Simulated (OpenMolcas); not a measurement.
# Ir⁶⁺ among point charges: CASSCF and CASPT2 levels and susceptibility

How does a field of 6 point charges split the states of Ir⁶⁺, and what χT follows?

Program: OpenMolcas 26.06. Level of theory: state-averaged CASSCF and CASPT2, spin-orbit coupling by RASSI with atomic mean-field integrals. These are calculated values, not measurements, unless marked.

### Step 1. What is computed

| Quantity | Value |
| --- | --- |
| Species | Ir⁶⁺ (iridium, Z = 77, 71 electrons) |
| Basis | ANO-RCC-VDZP [7s6p4d2f], 59 functions |
| Scalar Hamiltonian | DKH2, point nucleus |
| Inactive shells | 1s 2s 2p 3s 3p 3d 4s 4p 4d 4f 5s 5p |
| Active space | 3 electrons in 5 orbitals (5d) |
| Some configurations of this space | 5d3 |
| Orbitals | optimised for each spin and parity, averaged over all roots |

Outer shells as boxes (Hund's rule):

5d3
```
5d [↑ ][↑ ][↑ ][  ][  ]
```

The ion sits among 6 point charges of -1.7 e arranged as a trigonal prism (D3h), 1.84 Å from the ion, with a polar angle of 55.5° against the regular 49.1°.

Each step is its own input file, run in one work folder so that later steps find the files of earlier ones. Labels, J, g values, rates, χT and fits are worked out afterwards by a script from the matrices that RASSI stores.

### Step 2. Basis and integrals

Contents of a.inp:

```
&GATEWAY
Coord
1

Ir 0.0 0.0 0.0
Basis=ANO-RCC-VDZP
Group=NoSym
NoMove
AngMom=0.0 0.0 0.0
AMFI
XField
6 Angstrom 0
1.516083 0.000000 1.042637 -1.700000
-0.758041 1.312966 1.042637 -1.700000
-0.758041 -1.312966 1.042637 -1.700000
1.516083 0.000000 -1.042637 -1.700000
-0.758041 1.312966 -1.042637 -1.700000
-0.758041 -1.312966 -1.042637 -1.700000
&SEWARD
```

Run with:

```
$ OMP_NUM_THREADS=1 MOLCAS_MEM=1689 MOLCAS_PROJECT=a pymolcas a.inp > a.log
```

### Step 3. CASSCF: quartets, 10 roots

Contents of a.inp:

```
&RASSCF
FileOrb=start.orb
Symmetry=1
Spin=4
nActEl=3 0 0
Inactive=34
Ras2=5
CIRoot=10 10 1
SDav=10
CIMx=300
Iter=120 100
PrWF=0.3
OrbListing=Nothing
MaxOrb=0
>>> COPY $Project.JobIph JOB001
```

start.orb holds the contracted functions of the basis, ordered by shell, or the orbitals of the step before.

### Step 4. Reference wave functions, doublets, 40 roots

Contents of a.inp:

```
&RASSCF
FileOrb=start.orb
Symmetry=1
Spin=2
nActEl=3 0 0
Inactive=34
Ras2=5
CIRoot=40 40 1
SDav=40
CIMx=300
Iter=120 100
PrWF=0.3
OrbListing=Nothing
MaxOrb=0
>>> COPY $Project.JobIph JOB002
```

### Step 5. RASSI: spin-orbit coupling between the states

Contents of a.inp:

```
&RASSI
NrOfJobIphs=2 10 40
1 2 3 4 5 6 7 8 9 10
1 2 3 4 5 6 7 8 9 10 11 12 13 14 15 16 17 18 19 20 21 22 23 24 25 26 27
28 29 30 31 32 33 34 35 36 37 38 39 40
IphNames
JOB001
JOB002
EJob
SpinOrbit
DIPRint=1.0
SOCoupling=1000.0
Subsets=2
Property=9
'ANGMOM' 1 'ANGMOM' 2 'ANGMOM' 3 'MLTPL  1' 1 'MLTPL  1' 2 'MLTPL  1' 3
'AMFI' 1 'AMFI' 2 'AMFI' 3
SOProperty=3
'ANGMOM' 1 'ANGMOM' 2 'ANGMOM' 3
```

### Step 6. CASPT2: IPEA 0.25, imaginary shift 0.1 (closed shells correlated: 4f 5s 5p)

Contents of a.inp:

```
>>> COPY JOB001 $Project.JobIph
&CASPT2
Multistate=10 1 2 3 4 5 6 7 8 9 10
NoMult
Frozen=23
IPEA=0.25
Imaginary=0.1
MaxIter=60
WThr=0.0 0.3 0.05
PrWF=0.5
NoMix
>>> COPY JOB002 $Project.JobIph
&CASPT2
Multistate=40 1 2 3 4 5 6 7 8 9 10 11 12 13 14 15 16 17 18 19 20 21 22
23 24 25 26 27 28 29 30 31 32 33 34 35 36 37 38 39 40
NoMult
Frozen=23
IPEA=0.25
Imaginary=0.1
MaxIter=60
WThr=0.0 0.3 0.05
PrWF=0.5
NoMix
```

(Steps that only read results are left out.)

**Question.** What will these runs give? Wanted: spin-free ground state; first state of the same spin within the active space; lowest level; next level.

The runs gave:

```
                                            quantity                                                                           value
                                              method  SS-CASPT2, IPEA 0.25, imaginary shift 0.1 (closed shells correlated: 4f 5s 5p)
                              spin-free ground state                                                 4A2, 1-fold in its orbital part
first state of the same spin within the active space                                                                4A1 at 1420 cm⁻¹
                                        lowest level                                               2-fold E3/2, g = 0.00, 0.00, 1.17
                                          next level                                                                      200.2 cm⁻¹
                                         χT at 300 K                                                                  0.11 cm³ K/mol
                           effective moment at 300 K                                                                         0.96 μB
```

Cost by method:

```tsv
method	time of its own steps	time with the reference
A. CASSCF	11 s	11 s
B. SS-CASPT2, IPEA 0.25, imaginary shift 0.1, +4f 5s 5p	11 s	22 s
```

Times are of one thread on a shared host.

What this shows: The spin-free ground state (4A2) comes to 99 % from free-ion F terms and keeps the highest spin of the shell. χT at 300 K is 0.11, against 1.88 cm³ K/mol for the spin alone, so spin-orbit coupling lowers it. CASPT2 does not keep the components of a term degenerate, and the means are used. The field of point charges can differ much from that of real complexes. Point charges carry no covalency, so the field is a model and not that of real ligands.
